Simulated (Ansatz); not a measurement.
Nudged elastic band run: Y

The input (input.yaml):

```yaml
crystal:
  lattice:
    - [-3.65, -6.321985, 0.0]
    - [5.475, -3.160993, 0.0]
    - [0.0, 0.0, 11.4683]
  atoms:
    - { symbol: "Y", position: [0.75066462, 0.54364226, 0.01096298] }
    - { symbol: "Y", position: [0.49805997, 0.33460211, 0.25324127] }
    - { symbol: "Y", position: [0.75055988, 0.4880321, 0.49248839] }
    - { symbol: "Y", position: [0.46200942, 0.36637584, 0.72976833] }
    - { symbol: "Y", position: [0.47815598, -0.01698644, 0.02247] }
    - { symbol: "Y", position: [0.25042964, 0.82611164, 0.25727381] }
    - { symbol: "Y", position: [0.49849305, -0.00229707, 0.50392845] }
    - { symbol: "Y", position: [0.25063001, 0.85803634, 0.76111924] }
    - { symbol: "Y", position: [0.25074729, 0.48493948, -0.00428385] }
    - { symbol: "Y", position: [0.00282056, 0.33460087, 0.25309943] }
    - { symbol: "Y", position: [0.2502453, 0.51202705, 0.4934344] }
    - { symbol: "Y", position: [0.03865823, 0.36619342, 0.73017945] }
    - { symbol: "Y", position: [0.02265713, -0.0168317, 0.02208188] }
    - { symbol: "Y", position: [0.75053612, 0.83344486, 0.26035063] }
    - { symbol: "Y", position: [0.00226675, -0.0021002, 0.50400775] }
    - { symbol: "Y", position: [0.75070405, 0.75685867, 0.73788129] }
    - { symbol: "Y", position: [0.74989, 0.15404566, 0.84403126] }
basis:
  ecutwfc: 420.0
kpoints:
  mp_grid: { grid: [3, 3, 2] }
hamiltonian:
  xc: pbesol
scf:
  occupations: { method: gaussian, width: 0.1 }
  lower_state_search: "off"
  max_iter: 81
neb:
  images: 4
  f_tol: 0.05
  max_iterations: 50
  order_check: false
  climbing: false
  final_atoms:
    - { symbol: "Y", position: [0.74926795, 0.57458966, -0.01221139] }
    - { symbol: "Y", position: [0.47659712, 0.35053158, 0.27203794] }
    - { symbol: "Y", position: [0.74960142, 0.49838782, 0.51035721] }
    - { symbol: "Y", position: [0.49737726, 0.33490105, 0.75353255] }
    - { symbol: "Y", position: [0.46146609, -0.03405824, -0.02015668] }
    - { symbol: "Y", position: [0.24902516, 0.84793494, 0.24563575] }
    - { symbol: "Y", position: [0.49679628, -0.00209882, 0.502841] }
    - { symbol: "Y", position: [0.24964769, 0.82062153, 0.74337399] }
    - { symbol: "Y", position: [0.24937943, 0.47382807, 0.01088555] }
    - { symbol: "Y", position: [0.02232616, 0.35084707, 0.2724926] }
    - { symbol: "Y", position: [0.24942201, 0.50726043, 0.50733307] }
    - { symbol: "Y", position: [0.00142481, 0.33440068, 0.75371033] }
    - { symbol: "Y", position: [0.03787027, -0.03453484, -0.02032139] }
    - { symbol: "Y", position: [0.74911663, 0.78795554, 0.2615435] }
    - { symbol: "Y", position: [0.00197314, -0.0017926, 0.5029913] }
    - { symbol: "Y", position: [0.74966793, 0.84424349, 0.74248015] }
    - { symbol: "Y", position: [0.75053214, 0.17692283, 1.0958409] }
```

Launched with:

```bash
$ ansatz run input.yaml --threads 4 --pin off --max-ram 10240MiB --backend cpu --events-out ev --progress --plain --runs-dir out
```

Output, in part (warnings, iteration lines):

```
NEB end point (image 0): max|allowed force component| = 1.940e-2 eV/Å (the criterion of neb.relax_end_points is 1.000e-2)
NEB end point (image 5): max|allowed force component| = 2.101e-2 eV/Å (the criterion of neb.relax_end_points is 1.000e-2)
NEB iter   1: max|band force component| = 2.747e0 eV/Å  barrier→ = 1.7772 eV  barrier← = 1.7774 eV  Δτ_max = 0.1982 Å  (51 SCF iters)
NEB iter   2: max|band force component| = 6.783e-1 eV/Å  barrier→ = 0.3545 eV  barrier← = 0.3546 eV  Δτ_max = 0.1274 Å  (36 SCF iters)
NEB iter   3: max|band force component| = 2.393e-1 eV/Å  barrier→ = 0.1706 eV  barrier← = 0.1707 eV  Δτ_max = 0.0342 Å  (32 SCF iters)
NEB iter   4: max|band force component| = 5.147e-2 eV/Å  barrier→ = 0.1600 eV  barrier← = 0.1601 eV  Δτ_max = 0.0233 Å  (28 SCF iters)
NEB iter   5: max|band force component| = 1.912e-2 eV/Å  barrier→ = 0.1595 eV  barrier← = 0.1596 eV  Δτ_max = 0.0000 Å  (27 SCF iters)
```

The run converged. No image climbed, so the highest image needn't sit at the top of the path. Limits of this set-up: coarse k mesh, a small cell, in which the defect meets its images, a typed lattice constant that wasn't relaxed here.

Final band (atoms are numbered from 1 in the order of the input):

```
image  path coordinate (Å)  energy (eV)  Y4–Y17 (Å)  Y8–Y17 (Å)  Y12–Y17 (Å)
    0                 0.00        0.000        2.82        4.21         2.82
    1                 0.75        0.002        3.02        4.49         3.02
    2                 1.50        0.093        3.19        4.78         3.19
    3                 2.25        0.159        3.45        5.19         3.45
    4                 3.00        0.111        3.87        5.59         3.87
    5                 3.76        0.000        4.45        5.89         4.44
```

The run took 3.9 min on 4 threads of AMD EPYC 7B13 (Zen 3), on a shared host, peak memory 3.4 GiB.
